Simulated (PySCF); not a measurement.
# AlCl3GaH3: the cost of one run

Programs: PySCF 2.14.0, with density-fitted response routines of our own. Each step states its level of theory. These are calculated values for one molecule in the gas phase, unless marked as measured. Atoms are numbered from 0 throughout.

**1. The starting structure**

8 atoms, charge 0, multiplicity 1; geometry from: GFN2-xTB. The atoms were then displaced at random by about 0.01 Å, so the start is not that level's minimum.

Bonds of the start (Å): Cl0–Al1 1.99, Al1–Cl2 2.20, Cl2–Ga3 2.30, Ga3–Cl4 2.29, Cl4–Al1 2.22, Al1–H5 1.52, Ga3–H6 1.54, Ga3–H7 1.53.

**2. Optimising the geometry at PBE0-D3(BJ)/def2-SVP**

Job settings and geometry (Å):

```
{"job": {"xc": "PBE0", "basis": "def2-SVP", "d3": "d3bj", "grid": 1, "shake": 0.01, "kind": "geom"}, "charge": 0, "multiplicity": 1}
Cl    -3.016010     0.911330     0.353830
Al    -1.531350    -0.305120    -0.162020
Cl    -0.074850    -0.552530     1.473830
Ga     1.611360     0.247710     0.127380
Cl    -0.007040     0.703910    -1.430300
H     -1.586010    -1.692260    -0.771510
H      2.146930     1.563000     0.714730
H      2.512090    -0.895180    -0.358410
```

On the command line:

```sh
OMP_NUM_THREADS=1 python probes_run.py task.json out
```

One launch serves the whole session: the jobs run in the order shown.

Q: Estimate the wall time and peak memory of this first job on 1 thread of Arm Neoverse V1, shared host.

About 1.7 min, with a peak of 0.51 GiB.
